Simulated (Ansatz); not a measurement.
# C2H6FNOSi: one species, many methods

How much do the methods differ for C2H6FNOSi? The plan is to run it at one geometry with functionals of several rungs and with coupled cluster, and see how far each lands from CCSD(T) at the basis-set limit for the atomisation energy.

Computed with Ansatz 0.2.0, Gaussian basis. Level: functionals in def2-TZVPP, the program's frozen cores in correlated methods.

Plan: LDA (SPW92), PBE-D4, revPBE-D4, BLYP-D4, r2SCAN-D4, B97M-V, PBE0-D4, B3LYP-D4, r2SCANh-D4, r2SCAN0-D4, HSE06-D4, BHLYP-D4, CAM-B3LYP-D4, LC-ωPBE, ωB97X-V, ωB97M-V, B2PLYP, PBE-QIDH; CCSD(T)/def2-SVP; CCSD(T)/def2-TZVPP; MP2/def2-QZVPP; extrapolation to the limit; RPA on PBE.

## (1) Structure used throughout

An earlier PBE0-D4 in a triple-zeta def2 set relaxation fixed the geometry.

SMILES `N[C@]1(O)[SiH2][C@H]1F`, 12 atoms, charge 0, spin multiplicity 1.

Atoms are counted from 1 here; the program's logs count them from 0.

Bond lengths: N1–C2 1.413 Å, N1–H7 1.016 Å, N1–H8 1.011 Å, C2–O3 1.401 Å, C2–Si4 1.885 Å, C2–C5 1.538 Å, O3–H9 0.965 Å, Si4–C5 1.878 Å, Si4–H10 1.476 Å, Si4–H11 1.478 Å, C5–F6 1.379 Å, C5–H12 1.087 Å. Angles: C2–N1–H7 111.7°, C2–N1–H8 111.8°, H7–N1–H8 109.0°, N1–C2–O3 117.5°, N1–C2–Si4 117.7°, N1–C2–C5 112.9°, O3–C2–Si4 118.0°, O3–C2–C5 113.9°, Si4–C2–C5 65.7°, C2–O3–H9 108.1°, C2–Si4–C5 48.2°, C2–Si4–H10 116.2°, C2–Si4–H11 122.9°, C5–Si4–H10 115.3°, C5–Si4–H11 119.6°, H10–Si4–H11 116.7°, C2–C5–Si4 66.1°, C2–C5–F6 114.3° and more.

## (2) LDA

This LDA is Slater exchange with PW92 correlation.

File in.yaml:

```yaml
crystal:
  periodic: [false, false, false]
  atoms:
    - {symbol: N, position_ang: [1.072330, -0.304368, -1.221979]}
    - {symbol: C, position_ang: [0.423645, -0.202289, 0.029305]}
    - {symbol: O, position_ang: [1.210532, -0.340984, 1.179529]}
    - {symbol: Si, position_ang: [-1.383758, -0.728060, 0.123748]}
    - {symbol: C, position_ang: [-0.573824, 0.966329, 0.092651]}
    - {symbol: F, position_ang: [-0.485271, 1.725706, 1.240476]}
    - {symbol: H, position_ang: [1.840641, 0.355342, -1.301823]}
    - {symbol: H, position_ang: [1.420989, -1.238248, -1.389186]}
    - {symbol: H, position_ang: [1.155773, 0.481442, 1.681598]}
    - {symbol: H, position_ang: [-1.865748, -1.172657, 1.446236]}
    - {symbol: H, position_ang: [-2.148211, -1.192539, -1.053133]}
    - {symbol: H, position_ang: [-0.589997, 1.595126, -0.793425]}
basis:
  gaussian: {orbitals: def2-TZVPP}
hamiltonian: {xc: lda}
output: {orbitals: {seedname: orbitals}}
```

After this run come: PBE-D4 (GGA); revPBE-D4 (GGA); BLYP-D4 (GGA); r2SCAN-D4 (meta-GGA); B97M-V (meta-GGA); PBE0-D4 (hybrid); B3LYP-D4 (hybrid); r2SCANh-D4 (hybrid); r2SCAN0-D4 (hybrid); HSE06-D4 (hybrid); BHLYP-D4 (hybrid); CAM-B3LYP-D4 (range-separated); LC-ωPBE (range-separated); ωB97X-V (range-separated); ωB97M-V (range-separated); B2PLYP (double hybrid); PBE-QIDH (double hybrid); CCSD(T) in def2-SVP; CCSD(T) in def2-TZVPP; MP2 in def2-QZVPP; RPA on PBE orbitals.

Before running them: what should the planned runs give, taken together? Wanted: atomisation energy, CCSD(T)/CBS; farthest beyond LDA; mean size of error, GGA; mean size of error, meta-GGA; mean size of error, hybrid; mean size of error, range-separated; mean size of error, double hybrid; gap, smallest and largest; T1 diagnostic.

**Answer**, as computed:

| quantity | value |
| --- | --- |
| atomisation energy, CCSD(T)/CBS | 44.911 eV |
| functionals within 0.225 eV (0.5 %) | revPBE-D4, r2SCAN-D4, B97M-V, PBE0-D4, B3LYP-D4, LC-ωPBE |
| farthest beyond LDA | BHLYP-D4 (-1.915 eV) |
| mean size of error, GGA | 0.630 eV |
| mean size of error, meta-GGA | 0.090 eV |
| mean size of error, hybrid | 0.600 eV |
| mean size of error, range-separated | 0.230 eV |
| mean size of error, double hybrid | 0.509 eV |
| gap, smallest and largest | 4.62 eV (LDA (SPW92)), 11.36 eV (LC-ωPBE) |
| T1 diagnostic | 0.0130 |
| triples share of the correlation energy | 3.8 % |

What this shows: The LDA atomisation energy is off by 8.218 eV (18 %): it overbinds. PBE-D4 is off by +1.528 eV. Double hybrids carry the basis error of their MP2 part in triple zeta, and no dispersion term here, so their miss is partly the set-up's. By mean error the best rung here is meta-GGA (0.090 eV) and the worst beyond LDA is GGA (0.630 eV). The reference freezes the cores and leaves out relativity and excitations past (T), so misses under about 0.225 eV can't be ranked. Hartree-Fock recovers 67 % of the binding; the rest is correlation. CCSD(T) in def2-SVP is off by -2.917 eV, more than most functionals: a good method in a small basis is no reference. The gap grows from 4.6 to 11.4 eV across the functionals, mostly with the share of exact exchange.
